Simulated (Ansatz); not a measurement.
**Al: a line through an energy map**

How does the energy of Al (P6_3/mmc, No. 194; 4 atoms in the cell) vary with c/a of the conventional cell, at volume per atom = 16.860 Å³?

Computed with Ansatz 0.2.0 (DFT PBEsol+D3(BJ), scalar-relativistic, plane waves, PAW, unless a step's input says otherwise).

40 further runs of the same task are left out: 40 set aside as unsound or not needed. Runs told in other sessions of the task aren't counted.

## (1) Starting point

Symmetry: P6_3/mmc, No. 194, hexagonal system. Conventional cell: a = 2.801 Å, b = 2.801 Å, c = 9.192 Å, α = 90.00°, β = 90.00°, γ = 120.00°. Around Al (site symmetry -3m) lie 12 Al at 2.80 to 2.81 Å. Al (site symmetry -6m2) is surrounded by 12 Al at 2.80 to 2.81 Å.

Structure file:

```
Al
1.0
     2.80078    0.00000    0.00000
    -1.40039    2.42555    0.00000
     0.00000    0.00000    9.19202
Al
4
Direct
  0.00000 0.00000 0.00000
  0.33333 0.66667 0.25000
  0.00000 0.00000 0.50000
  0.66667 0.33333 0.75000
```

It goes back to an entry of the Materials Project, which need not be the stable form.

This cell was relaxed beforehand with the same method: volume 15.61 Å³/atom, gap on the mesh none (metal).

## (2) Plan of the line

The energy is mapped over volume and the cell's shape.

- volume per atom: 9 values from 14.362 to 16.860 Å³
- c/a of the conventional cell: 9 values from 3.029 to 3.556

Nothing else is relaxed (symmetry fixes all fractional coordinates). Energies count from the relaxed crystal. Points are written as (first, second).

## (3) Point (16.860 Å³, 3.029)

File input.yaml:

```yaml
crystal:
  lattice:
    - [2.9513753088, 0.0, 0.0]
    - [-1.4756876544, 2.5559659935, 0.0]
    - [0.0, 0.0, 8.9400109478]
  atoms:
    - { symbol: Al, position: [0.0, 0.0, 0.0] }
    - { symbol: Al, position: [0.3333333333, 0.6666666667, 0.25] }
    - { symbol: Al, position: [0.0, 0.0, 0.5] }
    - { symbol: Al, position: [0.6666666667, 0.3333333333, 0.75] }
basis:
  ecutwfc: 420
kpoints:
  mp_grid: { grid: [18, 18, 6] }
hamiltonian:
  xc: pbesol
  pseudopotentials: { kind: paw, azcp: { folder: soft_1 } }
  dispersion: d3bj
scf:
  occupations: { method: gaussian, width: 0.15 }
output:
  forces: true
  stress: true
  eigenvalues: true
```

On the command line:

```
$ ansatz run input.yaml --threads 2 --pin off --max-ram 4096MiB --backend cpu --events-out ev --progress --plain --runs-dir out
```

Further runs follow: the other points of the line.

What does the calculation give? Wanted: for each run, c/a of the conventional cell; energy; slope; pressure.

As calculated:

| c/a of the conventional cell | step | energy (meV/atom) | slope (meV/atom per unit) | pressure (GPa) |
| --- | --- | --- | --- | --- |
| 3.029 | 3 | 38.5 | −103 | −5.25 |
| 3.090 | 4 | 33.2 | −73 | −5.52 |
| 3.153 | 5 | 29.2 | −57 | −5.73 |
| 3.217 | 6 | 26.0 | −39 | −5.85 |
| 3.282 | 7 | 24.6 | −4 | −5.86 |
| 3.348 | 8 | 25.7 | 37 | −5.80 |
| 3.416 | 9 | 28.8 | 50 | −5.65 |
| 3.485 | – | 32.7 | 67 | −5.42 |
| 3.556 | 10 | 38.4 | 96 | −5.12 |

Energies count from the relaxed crystal. Rows without a step come from runs not printed here or follow by symmetry. Slopes come from the forces (and the stress, where the cell changes), not from differences of energies.

Of the points computed the energy is lowest at 3.282, 24.6 meV/atom from the zero. Energies and slopes round the minimum, fitted together, put the minimum at 3.2895, with a curvature of about 620 meV/atom per (unit)². The highest point computed, at 3.029, lies 14.0 meV/atom above the lowest. This is one cut through a surface in two coordinates; the map's lowest point lies off it.
